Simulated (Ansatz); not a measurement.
C₂H₆As, SMILES [CH2][AsH]C, a geometry optimisation

With Ansatz 0.2.0 through its Python package.

Notebook, run cell by cell (the value of a cell's last expression is shown):

```python
import warnings

import ansatz as az
from ase import Atoms
import numpy as np
```

```python
warnings.simplefilter('ignore', az.DeckWarning)
```

```python
atoms = Atoms(['C', 'As', 'C', 'H', 'H', 'H', 'H', 'H', 'H'], positions=[
    (-0.3797, 0.6713, -1.3303),
    (-0.554, 0.7742, 0.6214),
    (0.3225, -0.9594, 0.8121),
    (-1.09, -0.0035, -1.7403),
    (-0.6445, 1.7144, -1.7746),
    (0.7891, 1.589, 0.7522),
    (-0.2948, -1.7708, 0.4931),
    (1.3234, -0.9612, 0.2134),
    (0.6165, -1.1002, 1.9358),
])
mol = az.Crystal.molecule_from_ase(atoms)
```

```python
model = mol.calculation()
model = model.basis(gaussian='def2-SVP').functional('r2scan')
model = model.spin('collinear', total=1)
symbols = [site.symbol for site in mol.cartesian_sites]
start = np.array([site.position_ang for site in mol.cartesian_sites], dtype=float)
def progress(event):
    if event['event'] == 'relax_step':
        row = event['data']
        print(f'step {row["step"]:3d}  E = {row["lagrangian_ev"]:.6f} eV  largest force component {row["allowed_force_max_ev_ang"]:.4f} eV/A')
```

```python
data = model.relax(force_tolerance=0.005).session().plan().execute(on_event=progress).report
end = np.array(data['positions_ang'])

print(f'E = {data["free_energy_ev"]:.6f} eV = {data["free_energy_ev"] / 27.211386246:.7f} Ha')
print('converged:', data['converged'], ' doubts:', data['published_state_doubts'] or 'none')
```

    step   1  E = -63000.170845 eV  largest force component 3.4964 eV/A
    step   2  E = -63000.711187 eV  largest force component 1.0482 eV/A
    step   3  E = -63000.785463 eV  largest force component 0.4794 eV/A
    step   4  E = -63000.798085 eV  largest force component 0.1343 eV/A
    step   5  E = -63000.773443 eV  largest force component 0.3292 eV/A
    step   6  E = -63000.804331 eV  largest force component 0.0588 eV/A
    step   7  E = -63000.805205 eV  largest force component 0.0534 eV/A
    step   8  E = -63000.806272 eV  largest force component 0.0129 eV/A
    step   9  E = -63000.806355 eV  largest force component 0.0064 eV/A
    step  10  E = -63000.806360 eV  largest force component 0.0076 eV/A
    step  11  E = -63000.806364 eV  largest force component 0.0023 eV/A
    E = -63000.806374 eV = -2315.2369308 Ha
    converged: True  doubts: none

```python
print('final positions (A) and the move of each atom')
for symbol, xyz, old in zip(symbols, end, start):
    print(f'{symbol:2s} {xyz[0]:10.5f} {xyz[1]:10.5f} {xyz[2]:10.5f}   {np.linalg.norm(xyz - old):7.4f}')

charges = data['charge_distribution']
print('dipole moment', round(4.803205 * float(np.linalg.norm(charges['dipole_moment_e_ang'])), 3), 'D')
print('Mulliken:', [(s, round(q, 3)) for s, q in zip(symbols, charges['mulliken_charges_e'])])
with open('c2h6as_opt.xyz', 'w') as handle:
    handle.write(f'{len(symbols)}\nrelaxed C2H6As\n')
    handle.writelines(f'{s:2s} {x:11.6f} {y:11.6f} {z:11.6f}\n' for s, (x, y, z) in zip(symbols, end))
```

    final positions (A) and the move of each atom
    C    -0.59811    0.80240   -1.28852    0.2581
    As   -0.51195    0.75477    0.61295    0.0471
    C     0.39458   -0.98557    0.84879    0.0850
    H    -1.01512   -0.05224   -1.83197    0.1280
    H    -0.55369    1.75699   -1.82208    0.1110
    H     0.72894    1.63491    0.75512    0.0757
    H    -0.31372   -1.78242    0.57796    0.0877
    H     1.29315   -1.06682    0.22272    0.1103
    H     0.66441   -1.10822    1.90783    0.0561
    dipole moment 0.8 D
    Mulliken: [('C', -0.294), ('As', 0.195), ('C', -0.259), ('H', 0.079), ('H', 0.084), ('H', -0.03), ('H', 0.073), ('H', 0.078), ('H', 0.074)]

It writes `c2h6as_opt.xyz`:
```text
9
relaxed C2H6As
C    -0.598105    0.802395   -1.288521
As   -0.511952    0.754765    0.612949
C     0.394583   -0.985568    0.848793
H    -1.015120   -0.052239   -1.831970
H    -0.553693    1.756986   -1.822085
H     0.728944    1.634912    0.755123
H    -0.313716   -1.782416    0.577961
H     1.293149   -1.066818    0.222722
H     0.664411   -1.108217    1.907828
```

What to keep in mind:
- Total energies depend on the basis set; only differences at equal settings carry meaning.
- The end point is the stationary point reached from this start; no frequency run checks that it is a minimum, and the basis set is modest.
- The species is open-shell (spin multiplicity 2).
- Run time: 100 s on 1 thread of Arm Neoverse V1 (shared host), peak memory 0.27 GiB.

(Lines on the test bed's own set-up are left out of the output.)
